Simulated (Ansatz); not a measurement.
## LaB2Ir3, space group P6/mmm: a frozen displacement of one atom

Run with Ansatz 0.2.0, Python API.

The script, `push.py`:
```python
"""Frozen displacement of one atom in LaB2Ir3."""

from dataclasses import dataclass
import logging
import sys

import ansatz as az
import numpy as np
from pymatgen.core import Lattice, Structure
from pymatgen.io.ase import AseAtomsAdaptor

logging.basicConfig(stream=sys.stdout, format="%(levelname)s %(message)s")
logger = logging.getLogger("run")
logger.setLevel(logging.INFO)


@dataclass(frozen=True)
class RunConfig:
    kgrid: tuple[int, ...] = (6, 6, 8)
    functional: str = "pbesol"
    filling: str = "Fermi-Dirac"


settings = RunConfig()

pmg_structure = Structure(
    Lattice([(5.543, 0.0, 0.0), (-2.7715, 4.800379, 0.0), (0.0, 0.0, 3.116)]),
    ["La", "B", "B", "Ir", "Ir", "Ir"],
    [
        (0.0, 0.0, 0.0),
        (1 / 3, 2 / 3, 0.0),
        (2 / 3, 1 / 3, 0.0),
        (0.5, 0.0, 0.5),
        (0.5, 0.5, 0.5),
        (0.0, 0.5, 0.5),
    ],
)
lab2ir3 = az.Crystal.from_ase(AseAtomsAdaptor.get_atoms(pmg_structure))

inverse = np.linalg.inv(np.array(lab2ir3.lattice.vectors))
home = np.array(lab2ir3.sites[4].position)
values = np.linspace(-0.1, 0.1, 5)
energies, pulls = [], []
for shift in values:
    moved = lab2ir3.move(4, to=home + shift * inverse[2])
    setup = (
        moved.calculation()
        .kpoints(*settings.kgrid)
        .pseudopotentials("paw")
        .functional(settings.functional)
        .occupations(settings.filling, width=100 * az.meV)
        .forces()
    )
    r = setup.run(threads=1).report
    energies.append(r["free_energy_ev"])
    pulls.append(r["forces_ev_ang"][4][2])

# the force is minus the slope of the free energy
logger.info("shift (A)   dE (eV)   force along z (eV/A)")
for shift, e, f in zip(values, energies, pulls):
    logger.info(f"{shift:8.3f} {e - energies[2]:10.5f} {f:12.4f}")
logger.info(f"stiffness from energies {2 * np.polyfit(values, energies, 2)[0]:.3f}, from forces {-np.polyfit(values, pulls, 1)[0]:.3f} eV/A^2")
```

```console
$ python push.py
DeckWarning: basis.ecutwfc = 420 eV, auto-derived from the records' recommended cutoffs: set by La (normal level)
INFO shift (A)   dE (eV)   force along z (eV/A)
INFO   -0.100    0.02890       0.5924
INFO   -0.050    0.00709       0.2854
INFO    0.000    0.00000       0.0000
INFO    0.050    0.00709      -0.2854
INFO    0.100    0.02890      -0.5924
INFO stiffness from energies 5.796, from forces 5.881 eV/A^2
```
(Warnings from the package without file and line.)

The curvature of the energy gives 5.796 eV/Å² and the slope of the force 5.881 eV/Å², a positive curvature.

Spin is left out of this run. The mesh is modest for a metal, so energies can be off by several to tens of meV an atom and pressures by half a GPa or more; differences at equal mesh fare better. In a metal a curvature from energy changes of a few meV or less hangs on mesh and smearing, in size and even in sign. Spin-orbit coupling, which matters for elements this heavy, is left out. The structure is a deposited one; some such entries were measured under pressure or heat, so a shift against it needn't be the functional's error alone. All periodic images of the atom move with it, so the curvature is one diagonal element of the zone-centre force constants and no normal mode; a positive value doesn't exclude soft modes in which several atoms move. Hardware and time: 78 s on 1 thread of Arm Neoverse V2, on a shared host, peak memory 0.58 GiB.
